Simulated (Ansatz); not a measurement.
# AsF+ (quartet): geometry optimisation

Aim: relax a generated start of AsF+ (quartet) and see which bonds hold.

Program: Ansatz 0.2.0, Gaussian basis. Level of theory: UKS PBE0/def2-TZVP. These are calculated values, not measurements.

## 1. Where the work starts

2 atoms, charge 1, spin multiplicity 4.

Atoms are counted from 1 here; the program's logs count them from 0.

Bond lengths: F1–As2 1.637 Å.

The start is set by covalent radii. Sticks and bond lists go by distance. No spin-orbit coupling is included. 

## 2. Relaxation

in.yaml reads:

```yaml
crystal:
  periodic: [false, false, false]
  atoms:
    - {symbol: F, position_ang: [0.000000, 0.000000, 0.000000]}
    - {symbol: As, position_ang: [0.000000, 0.000000, 1.636800]}
basis:
  gaussian: {orbitals: def2-TZVP}
total_charge: 1
magnetization: {spin_polarized: true, initial_magnetization: 3}
hamiltonian: {xc: pbe0}
relax: {f_tol: 0.004, max_steps: 80}
```

On the command line:

```console
ansatz run in.yaml --threads 1 --pin off --events-out ev --progress --plain --max-ram 2176MiB
```

Q: Predict the outcome of this session. Wanted: energy gained; shift from the start; total energy; ⟨S²⟩.

**Answer**, as computed:

| quantity | value |
| --- | --- |
| steps | 5 |
| energy gained | 0.186 eV |
| shift from the start (rms) | 0.074 Å |
| total energy | -63534.6166 eV |
| ⟨S²⟩ | 3.759 |

In words: The bonds of the start are those of the end. F1–As2 went from 1.637 to 1.784 Å. No vibrations were run, so this is a stationary point, not a proven minimum, and this spin need not be the ground state's.
